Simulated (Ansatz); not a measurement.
# BH3S (SMILES BS): wB97X/STO-3G

What is the electronic atomisation energy of BH3S at wB97X/STO-3G? 

The results are computed with Ansatz 0.2.0.

54 further runs of the same task are left out: 2 that didn't finish, 52 set aside as unsound or not needed.

## Step 1: The molecule

BH3S: 5 atoms, total charge 0, spin state singlet. As SMILES, `BS`. The shape is that of a PBE0-D4/def2-TZVP optimisation.

Bond lengths: B1–S2 1.765 Å, B1–H3 1.192 Å, B1–H4 1.190 Å, S2–H5 1.344 Å. Angles: B1–S2–H5 99.2°, S2–B1–H3 115.8°, S2–B1–H4 121.4°, H3–B1–H4 122.7°.

## Step 2: A single-point energy at wB97X/STO-3G

in.yaml reads:

```yaml
crystal:
  periodic: [false, false, false]
  atoms:
    - {symbol: B, position_ang: [-0.392100, -0.421000, 0.088100]}
    - {symbol: S, position_ang: [0.161700, 1.236900, -0.154300]}
    - {symbol: H, position_ang: [-1.562900, -0.556400, 0.264200]}
    - {symbol: H, position_ang: [0.367100, -1.337600, 0.074200]}
    - {symbol: H, position_ang: [1.476100, 1.004400, -0.313600]}
basis:
  gaussian: {orbitals: STO-3G}
hamiltonian: {xc: {name: wB97X}}
accuracy: high
```

Launch:

```
$ ansatz run in.yaml --threads 1 --pin off --max-ram 2610MiB --events-out events.jsonl --progress --plain --runs-dir runs
```

Standard output:

```text
Warning: RAYON_NUM_THREADS=1 ignored (pool sized by the plan → 1); use --threads N
Functional definition: wB97X
  name "wB97X"
  parameter omega = 0.3/bohr
  parameter cx = 0.157706
  parameter cx1 = 0.726479
  parameter cx2 = 1.04760
  parameter cx3 = -5.70635
  parameter cx4 = 13.2794
  parameter css1 = -4.33879
  parameter css2 = 18.2308
  parameter css3 = -31.7430
  parameter css4 = 17.2901
  parameter cos1 = 2.37031
  parameter cos2 = -11.3995
  parameter cos3 = 6.58405
  parameter cos4 = -3.78132
  exchange = spin_sum(e_x_unif_sr(omega)*poly(b97_u_x, 1 - cx, cx1, cx2, cx3, cx4)) + cx*exact_x_sr(omega)
      + exact_x_lr(omega)
  correlation = spin_sum(e_c_pw_same_spin*poly(b97_u_same, 1, css1, css2, css3, css4))
      + integral(e_c_pw_opposite_spin*poly(b97_u_opposite, 1, cos1, cos2, cos3, cos4))
287 factors; integrals over basis functions are off by at most 2.4e-8 eV
130 factors; integrals over basis functions are off by at most 1.2e-9 eV
mean field evaluation 1: about -11431.5888 eV, gradient 1.2e1 eV
mean field evaluation 2: about -11432.1198 eV, gradient 5.9e0 eV
mean field evaluation 4: about -11432.2403 eV, gradient 8.7e-2 eV
mean field evaluation 8: about -11432.1940 eV, gradient 9.6e-4 eV
mean field evaluation 16: about -11432.1940 eV, gradient 3.7e-8 eV
mean field -11432.19395599 eV, -420.1253788633 hartree, gradient 3.7e-8 eV, S^2 0.000000; 0 other end points of the search recorded, 0 dependent functions left out
reference -11432.19395447 eV, -420.1253788074 hartree; 12, 12 occupied and 5, 5 virtual orbitals, 287 factors
Total energy: -11432.19395447 eV, -420.1253788074 hartree
```

It took 3.9 s on 1 thread of Arm Neoverse V1, shared host; peak memory 0.22 GiB.

## Step 3: The B atom at the same level

input.yaml reads:

```yaml
crystal:
  periodic: [false, false, false]
  atoms:
    - {symbol: B, position_ang: [0.000000, 0.000000, 0.000000]}
basis:
  gaussian:
    orbitals: STO-3G
accuracy: high
magnetization:
  spin_polarized: true
  initial_magnetization: 1
hamiltonian:
  xc: {name: wB97X}
```

Run the same way, it converges to -24.27115 Eh (log not shown).

## Step 4: The H atom, same level

molecule.yaml reads:

```yaml
basis:
  gaussian: {orbitals: STO-3G}
crystal:
  periodic: [false, false, false]
  atoms:
    - {symbol: H, position_ang: [0.000000, 0.000000, 0.000000]}
magnetization: {spin_polarized: true, initial_magnetization: 1}
hamiltonian: {xc: {name: wB97X}}
accuracy: high
```

Run the same way, it converges to -0.46692 Eh (log not shown).

## Step 5: The S atom at the same level

run.yaml reads:

```yaml
crystal:
  periodic: [false, false, false]
  atoms:
    - {symbol: S, position_ang: [0.000000, 0.000000, 0.000000]}
basis:
  gaussian:
    orbitals: STO-3G
magnetization:
  spin_polarized: true
  initial_magnetization: 2
hamiltonian:
  xc: {name: wB97X}
accuracy: high
```

Run the same way, it converges to -393.67757 Eh (log not shown).

## Step 6: What came out

Level: wB97X/STO-3G.

```
                     quantity          value
       molecule: total energy  -420.12538 Eh
         B atom: total energy   -24.27115 Eh
                 B atom: ⟨S²⟩          0.750
         H atom: total energy    -0.46692 Eh
                 H atom: ⟨S²⟩          0.750
         S atom: total energy  -393.67757 Eh
                 S atom: ⟨S²⟩          2.000
electronic atomisation energy      21.113 eV
```

**Reading.** Taking the molecule apart into free atoms costs 21.11 eV (487 kcal/mol), before zero-point energy and without spin-orbit coupling. In a minimal basis such a difference can be off by several eV, whatever the method.
